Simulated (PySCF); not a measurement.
# C3H9As: the cost of one run

The runs use PySCF 2.14.0; levels as typed in each script, gas phase, geometry from GFN2-xTB.

## (1) The system as given

SMILES `C[As](C)C`, 13 atoms, charge 0, spin multiplicity 1.

Bond lengths: C1–As2 1.975 Å, C1–H5 1.089 Å, C1–H6 1.089 Å, C1–H7 1.089 Å, As2–C3 1.975 Å, As2–C4 1.974 Å, C3–H8 1.089 Å, C3–H9 1.090 Å, C3–H10 1.089 Å, C4–H11 1.089 Å, C4–H12 1.089 Å, C4–H13 1.089 Å. Angles: As2–C1–H5 110.8°, As2–C1–H6 110.3°, As2–C1–H7 110.3°, H5–C1–H6 108.7°, H5–C1–H7 108.7°, H6–C1–H7 108.0°, C1–As2–C3 96.4°, C1–As2–C4 96.5°, C3–As2–C4 96.5°, As2–C3–H8 110.8°, As2–C3–H9 110.2°, As2–C3–H10 110.3°, H8–C3–H9 108.9°, H8–C3–H10 108.7°, H9–C3–H10 108.0°, As2–C4–H11 110.8°, As2–C4–H12 110.3°, As2–C4–H13 110.3° and more.

As a file:

```mol
C3H9As
  3D, bonds by distance, orders not assigned

 13 12  0  0  0  0  0  0  0  0999 V2000
    0.6053   -1.5894    0.5226 C   0  0
   -0.0005    0.0005   -0.4801 As  0  0
    1.0752    1.3171    0.5242 C   0  0
   -1.6786    0.2706    0.5248 C   0  0
    0.5420   -1.4165    1.5959 H   0  0
    1.6369   -1.8260    0.2683 H   0  0
   -0.0105   -2.4521    0.2705 H   0  0
    0.9604    1.1718    1.5973 H   0  0
    0.7630    2.3304    0.2701 H   0  0
    2.1289    1.2168    0.2700 H   0  0
   -1.4958    0.2391    1.5978 H   0  0
   -2.1184    1.2347    0.2725 H   0  0
   -2.3996   -0.5047    0.2716 H   0  0
  1  2  8  0
  2  3  8  0
  2  4  8  0
  1  5  8  0
  1  6  8  0
  1  7  8  0
  3  8  8  0
  3  9  8  0
  3 10  8  0
  4 11  8  0
  4 12  8  0
  4 13  8  0
M  END
```

## (2) Excited states (PBE/def2-svp)

File input.py:

```python
import numpy as np
from pyscf import gto, scf, dft, tdscf
from pyscf.scf import atom_ks, atom_hf
from scipy.linalg import block_diag

def solve(mol, dm0=None, hcore=None):
    mf = (dft.UKS if mol.spin else dft.RKS)(mol, xc='pbe')
    mf.grids.level = 3
    mf = mf.density_fit(auxbasis='def2-universal-jkfit')
    mf.conv_tol, mf.max_cycle = 1e-8, 80
    if hcore is not None:
        mf.get_hcore = lambda *args: hcore
    mf.kernel(dm0)
    if not mf.converged:
        mf = mf.newton().run(mf.mo_coeff, mf.mo_occ, max_cycle=30)
    assert mf.converged, 'SCF not converged'
    return mf

mol = gto.M(atom='''
C      0.60526    -1.58941     0.52264
As    -0.00054     0.00051    -0.48012
C      1.07516     1.31710     0.52421
C     -1.67859     0.27056     0.52480
H      0.54197    -1.41648     1.59593
H      1.63693    -1.82597     0.26832
H     -0.01048    -2.45206     0.27045
H      0.96042     1.17179     1.59733
H      0.76295     2.33045     0.27014
H      2.12886     1.21679     0.26997
H     -1.49577     0.23911     1.59785
H     -2.11842     1.23474     0.27253
H     -2.39963    -0.50465     0.27158
''', basis='def2-svp', charge=0, spin=0, verbose=4)
mf = solve(mol)
td = mf.TDA()
td.nstates, td.singlet, td.conv_tol = 4, True, 1e-5
td.kernel()
td.analyze()
x, y = np.array([p[0] for p in td.xy]), np.array([p[1] + 0 * p[0] for p in td.xy])
f, mu = td.oscillator_strength(), td.transition_dipole()
nto = [td.get_nto(state=i + 1, verbose=4) for i in range(len(td.e))]
# spherically averaged free atoms, for the promolecule
atm = atom_ks.get_atm_nrks(mol, xc='pbe')
pro = block_diag(*[(atm[a[0]][2] * atm[a[0]][3]) @ atm[a[0]][2].T for a in mol._atom])
np.savez('result.npz', e=td.e, f=f, ok=td.converged, w=[n[0] for n in nto], nto=[n[1] for n in nto], x=x, y=y, c=mf.mo_coeff, occ=mf.mo_occ, eps=mf.mo_energy, pro=pro, mu=mu)
```

Command:

```bash
OMP_NUM_THREADS=1 python input.py
```

What time and memory should one allow on 1 thread of Intel Xeon Platinum 8488C (Sapphire Rapids), shared host?

About 65 s, with a peak of 0.62 GiB.
